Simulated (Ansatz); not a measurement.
# InH2(SiH3) (InSiH₅): geometry optimisation

The task: find the minimum of InH2(SiH3) (InSiH₅) nearest to the start.

The runs use Ansatz 0.2.0; RKS wB97X-V/def2-SVPD.

1 further run of the same task is left out (set aside as unsound or not needed).

### Step 1. Where the work starts

7 atoms, charge 0, spin multiplicity 1.

Atoms are counted from 1 here; the program's logs count them from 0.

Bond lengths: In1–H2 1.748 Å, In1–H3 1.748 Å, In1–Si4 2.600 Å, Si4–H5 1.506 Å, Si4–H6 1.506 Å, Si4–H7 1.509 Å. Angles: H2–In1–H3 118.5°, H2–In1–Si4 120.7°, H3–In1–Si4 120.8°, In1–Si4–H5 112.5°, In1–Si4–H6 112.5°, In1–Si4–H7 109.1°, H5–Si4–H6 107.9°, H5–Si4–H7 107.3°, H6–Si4–H7 107.2°.

Coordinates:

```xyz
7
charge 0, multiplicity 1
In    0.72879    1.27171    0.01250
H     2.47651    1.29922    0.03613
H    -0.12772    2.79451   -0.04477
Si   -0.56521   -0.98369    0.01859
H    -1.92654   -0.86671    0.65160
H     0.18564   -2.07713    0.73154
H    -0.77146   -1.43791   -1.40561
```

### Step 2. Relaxation

Contents of input.yaml:

```yaml
crystal:
  periodic: [false, false, false]
  atoms:
    - { symbol: In, position_ang: [0.728788, 1.27171, 0.012504] }
    - { symbol: H, position_ang: [2.476514, 1.299222, 0.036129] }
    - { symbol: H, position_ang: [-0.127718, 2.794505, -0.044769] }
    - { symbol: Si, position_ang: [-0.565214, -0.98369, 0.018591] }
    - { symbol: H, position_ang: [-1.926543, -0.866714, 0.651598] }
    - { symbol: H, position_ang: [0.185641, -2.077131, 0.731542] }
    - { symbol: H, position_ang: [-0.771457, -1.437912, -1.405606] }
basis:
  gaussian: { orbitals: def2-SVPD }
hamiltonian:
  xc: { name: wB97X-V }
output:
  forces: true
relax:
  f_tol: 0.003
  max_steps: 120
```

Run with:

```sh
$ ansatz run input.yaml --threads 1 --pin off --max-ram 2560MiB --backend cpu --events-out ev --progress --plain --runs-dir out
```

The program printed:

```text
Warning: RAYON_NUM_THREADS=1 ignored (pool sized by the plan → 1); use --threads N
The last accepted step is kept in <dir> (removed where the run ends without a failure and the disk answers)
Engine: ansatz 0.2.0, aarch64-unknown-linux-gnu
Functional definition: wB97X-V
  parameter omega = 0.3/bohr
  parameter cx = 0.167
  parameter cx1 = 0.603
  parameter cx2 = 1.194
  parameter css0 = 0.556
  parameter css1 = -0.257
  parameter cos0 = 1.219
  parameter cos1 = -1.850
  parameter b = 6.0
  parameter c = 0.01
  exchange = spin_sum(e_x_unif_sr(omega)*poly(b97_u_x, 1 - cx, cx1, cx2)) + cx*exact_x_sr(omega) + exact_x_lr(omega)
  correlation = spin_sum(e_c_pw_same_spin*poly(b97_u_same, css0, css1))
      + integral(e_c_pw_opposite_spin*poly(b97_u_opposite, cos0, cos1)) + vv10(b, c)
1103 factors; integrals over basis functions are off by at most 4.6e-4 eV
445 factors; integrals over basis functions are off by at most 5.9e-7 eV
mean field evaluation 1: about -13127.0909 eV, gradient 1.1e1 eV
mean field evaluation 2: about -13127.5541 eV, gradient 4.4e0 eV
mean field evaluation 4: about -13127.6125 eV, gradient 1.9e-1 eV
mean field evaluation 8: about -13127.6182 eV, gradient 2.7e-3 eV
mean field -13127.61824624 eV, -482.4310723300 hartree, gradient 3.8e-5 eV, S^2 0.000000; 0 other end points of the search recorded, 0 dependent functions left out
the calculation of the forces begins
reference -13127.61824368 eV, -482.4310722359 hartree; 20, 20 occupied and 76, 76 virtual orbitals, 1103 factors
relax step   1: F+E_penalty+E_count = -13127.61824624 eV  Δ(F+E_penalty+E_count) = +0.000e0 eV  max|allowed force component| = 2.347e-1 eV/Å  Δτ_max = 0.0000 Å  (23 SCF iters, accepted)
these checks for a lower state are left out or cut short: starts, cluster_reference, orbital_swaps, neighbouring_geometries, increment
1103 factors; integrals over basis functions are off by at most 4.3e-4 eV
445 factors; integrals over basis functions are off by at most 5.7e-7 eV
mean field evaluation 16: about -13127.6188 eV, gradient 1.3e-2 eV
mean field -13127.62429794 eV, -482.4312947259 hartree, gradient 2.2e-5 eV, S^2 0.000000; 0 other end points of the search recorded, 0 dependent functions left out
the calculation of the forces begins
reference -13127.62429540 eV, -482.4312946328 hartree; 20, 20 occupied and 76, 76 virtual orbitals, 1103 factors
relax step   2: F+E_penalty+E_count = -13127.62429794 eV  Δ(F+E_penalty+E_count) = -6.052e-3 eV  max|allowed force component| = 1.934e-1 eV/Å  Δτ_max = 0.0470 Å  (24 SCF iters, accepted)
these checks for a lower state are left out or cut short: starts, cluster_reference, orbital_swaps, neighbouring_geometries, increment
1103 factors; integrals over basis functions are off by at most 4.3e-4 eV
445 factors; integrals over basis functions are off by at most 5.7e-7 eV
mean field -13127.62867862 eV, -482.4314557129 hartree, gradient 2.1e-5 eV, S^2 0.000000; 0 other end points of the search recorded, 0 dependent functions left out
the calculation of the forces begins
reference -13127.62867608 eV, -482.4314556195 hartree; 20, 20 occupied and 76, 76 virtual orbitals, 1103 factors
relax step   3: F+E_penalty+E_count = -13127.62867862 eV  Δ(F+E_penalty+E_count) = -4.381e-3 eV  max|allowed force component| = 3.377e-2 eV/Å  Δτ_max = 0.0190 Å  (24 SCF iters, accepted)
these checks for a lower state are left out or cut short: starts, cluster_reference, orbital_swaps, neighbouring_geometries, increment
1103 factors; integrals over basis functions are off by at most 4.3e-4 eV
445 factors; integrals over basis functions are off by at most 5.8e-7 eV
mean field -13127.62876048 eV, -482.4314587214 hartree, gradient 1.4e-5 eV, S^2 0.000000; 0 other end points of the search recorded, 0 dependent functions left out
the calculation of the forces begins
reference -13127.62875794 eV, -482.4314586280 hartree; 20, 20 occupied and 76, 76 virtual orbitals, 1103 factors
relax step   4: F+E_penalty+E_count = -13127.62876048 eV  Δ(F+E_penalty+E_count) = -8.187e-5 eV  max|allowed force component| = 2.706e-3 eV/Å  Δτ_max = 0.0039 Å  (24 SCF iters, accepted)
1103 factors; integrals over basis functions are off by at most 4.3e-4 eV
445 factors; integrals over basis functions are off by at most 5.8e-7 eV
mean field evaluation 32: about -13127.6288 eV, gradient 1.4e-5 eV
mean field -13127.62876048 eV, -482.4314587214 hartree, gradient 1.4e-5 eV, S^2 0.000000; 1 other end points of the search recorded, 0 dependent functions left out
the calculation of the forces begins
reference -13127.62875794 eV, -482.4314586280 hartree; 20, 20 occupied and 76, 76 virtual orbitals, 1103 factors
Total energy: -13127.62875794 eV, -482.4314586280 hartree
Atom 0 at     0.722585     1.260810     0.012553 Å, force    -0.001274    -0.002379    -0.001252 eV/Å
Atom 1 at     2.450737     1.290124     0.038431 Å, force     0.000637     0.000793     0.000529 eV/Å
Atom 2 at    -0.122849     2.767551    -0.041508 Å, force     0.000298     0.000964     0.000520 eV/Å
Atom 3 at    -0.560765    -0.976362     0.013274 Å, force     0.001595     0.002706    -0.000860 eV/Å
Atom 4 at    -1.908162    -0.854076     0.647324 Å, force    -0.000426    -0.000732     0.000349 eV/Å
Atom 5 at     0.187397    -2.055189     0.726657 Å, force    -0.000457    -0.000735     0.000348 eV/Å
Atom 6 at    -0.768932    -1.432868    -1.396742 Å, force    -0.000373    -0.000617     0.000366 eV/Å
Dipole moment:     0.002941     0.006084     0.010309 e Å
```

Run time: 99 s. Hardware: 1 thread of Arm Neoverse N1, shared host; peak memory 0.29 GiB.

Step by step:

| step | energy from step 1 (eV) | largest force component (eV/Å) |
| --- | --- | --- |
| 1 | 0.0000 | 0.2347 |
| 2 | -0.0061 | 0.1934 |
| 3 | -0.0104 | 0.0338 |
| 4 | -0.0105 | 0.0027 |

Close pairs (by a distance rule), those that changed most:

| bond | before (Å) | after (Å) | change (Å) |
| --- | --- | --- | --- |
| In1–Si4 | 2.600 | 2.579 | -0.021 |
| In1–H3 | 1.748 | 1.729 | -0.020 |
| In1–H2 | 1.748 | 1.729 | -0.020 |
| Si4–H7 | 1.509 | 1.497 | -0.012 |
| Si4–H6 | 1.506 | 1.494 | -0.012 |
| Si4–H5 | 1.506 | 1.494 | -0.012 |

### Step 3. What came out

```
             quantity      value
        energy gained  0.0105 eV
root mean square move    0.020 Å
        dipole moment     0.06 D
```

Bond lengths: In1–H2 1.729 Å, In1–H3 1.729 Å, In1–Si4 2.579 Å, Si4–H5 1.494 Å, Si4–H6 1.494 Å, Si4–H7 1.497 Å. Angles: H2–In1–H3 118.3°, H2–In1–Si4 120.8°, H3–In1–Si4 120.8°, In1–Si4–H5 112.2°, In1–Si4–H6 112.2°, In1–Si4–H7 109.5°, H5–Si4–H6 107.9°, H5–Si4–H7 107.4°, H6–Si4–H7 107.4°. No frequencies were computed here.
